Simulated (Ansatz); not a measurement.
# CH5BrSi: the cost of one run

Program: Ansatz 0.2.0, driven from Python. Level of theory: Hartree-Fock/def2-SVP. These are calculated values, not measurements.

## (1) Starting point

Bond lengths: Si1–C2 1.766 Å, C2–Br3 1.925 Å, Si1–H4 1.451 Å, Si1–H5 1.528 Å, Si1–H6 1.503 Å, C2–H7 1.088 Å, C2–H8 1.114 Å. Angles: Si1–C2–Br3 109.8°, Si1–C2–H7 113.9°, Si1–C2–H8 114.2°, Br3–C2–H7 105.0°, Br3–C2–H8 103.9°, H7–C2–H8 109.2°, C2–Si1–H4 110.9°, C2–Si1–H5 113.1°, C2–Si1–H6 114.9°, H4–Si1–H5 103.6°, H4–Si1–H6 107.7°, H5–Si1–H6 105.9°.

Input file ch5brsi.xyz:

```xyz
8

Si   -0.77570    0.34660   -0.07170
C     0.73810   -0.56150   -0.04170
Br    2.04370    0.38040    1.01460
H    -1.76120   -0.31910   -0.90370
H    -0.63460    1.72550   -0.71470
H    -1.39860    0.58150    1.27550
H     0.65450   -1.54140    0.42340
H     1.22600   -0.66910   -1.03750
```

## (2) Script

Contents of run_freq.py:

```python
"""Vibrations of CH5BrSi."""

from dataclasses import dataclass
import warnings

import ansatz
from ase import Atoms
from ase.thermochemistry import IdealGasThermo
import numpy as np


@dataclass
class Options:
    basis_set: str = "def2-SVP"
    functional: str = "hf"


cfg = Options()

warnings.simplefilter("ignore", ansatz.DeckWarning)

system = ansatz.Crystal.molecule_from_extxyz("ch5brsi.xyz")

model = system.calculation()
model = model.basis(gaussian=cfg.basis_set)
model = model.functional(cfg.functional)
symbols = [site.symbol for site in system.cartesian_sites]
start = np.array([site.position_ang for site in system.cartesian_sites], dtype=float)
def progress(event):
    if event["event"] == "relax_step":
        row = event["data"]
        print(f"step {row['step']:3d}  E = {row['lagrangian_ev']:.6f} eV  largest force component {row['allowed_force_max_ev_ang']:.4f} eV/A")


summary = model.relax(force_tolerance=0.003).session().plan().execute(on_event=progress).report
end = np.array(summary["positions_ang"])

print("final positions (A) and the move of each atom")
for symbol, xyz, old in zip(symbols, end, start):
    print(f"{symbol:2s} {xyz[0]:10.5f} {xyz[1]:10.5f} {xyz[2]:10.5f}   {np.linalg.norm(xyz - old):7.4f}")

# frequencies need a stationary point, so they are taken at the relaxed geometry
minimum = ansatz.Crystal.molecule()
for symbol, place in zip(symbols, end):
    minimum = minimum.atom(symbol, place.tolist())
vibrating = (
    minimum.calculation()
    .basis(gaussian=cfg.basis_set)
    .functional(cfg.functional)
    .phonons(temperatures=(298.15, 498.15, 100))
)
vib = vibrating.run(threads=1, pin="off").report["vibrations"]
sums = vib["harmonic_sums"]
modes = [m["omega_inv_cm"] for m in sums["modes_at_gamma"] if m["rigid_motion"] == "no"]
print("frequencies (1/cm):", " ".join(f"{w:.0f}" for w in modes))
print("imaginary modes:", sum(w < 0 for w in modes), " zero-point energy:", round(sums["zero_point_energy_ev"], 4), "eV")
# rigid rotor and ideal gas, symmetry number taken as one
gas = IdealGasThermo(vib_energies=[w / 8065.544 for w in modes if w > 0], geometry="linear" if len(modes) == 3 * len(symbols) - 5 else "nonlinear",
                     atoms=Atoms(symbols, positions=end), symmetrynumber=1, spin=0.0)
print(f"H(298 K) - E = {gas.get_enthalpy(298.15, verbose=False):.4f} eV")
print(f"S(298 K, 1 bar) = {96485.33 * gas.get_entropy(298.15, 1e5, verbose=False):.1f} J/(mol K) with symmetry number 1")
```

## (3) What the engine is handed

The engine receives this input (first run):

```yaml
crystal:
  periodic: [false, false, false]
  atoms:
    - { symbol: Si, position_ang: [-0.7757, 0.3466, -0.0717] }
    - { symbol: C, position_ang: [0.7381, -0.5615, -0.0417] }
    - { symbol: Br, position_ang: [2.0437, 0.3804, 1.0146] }
    - { symbol: H, position_ang: [-1.7612, -0.3191, -0.9037] }
    - { symbol: H, position_ang: [-0.6346, 1.7255, -0.7147] }
    - { symbol: H, position_ang: [-1.3986, 0.5815, 1.2755] }
    - { symbol: H, position_ang: [0.6545, -1.5414, 0.4234] }
    - { symbol: H, position_ang: [1.226, -0.6691, -1.0375] }
basis:
  gaussian:
    orbitals: def2-SVP
hamiltonian:
  xc: hf
relax:
  f_tol: 0.003
```

## (4) Launch

On the command line:

```console
python run_freq.py
```

**Question.** How long does this script take on 1 thread of Arm Neoverse V2, shared host, and how much memory does it need?

About 73 s, with a peak of 0.29 GiB.
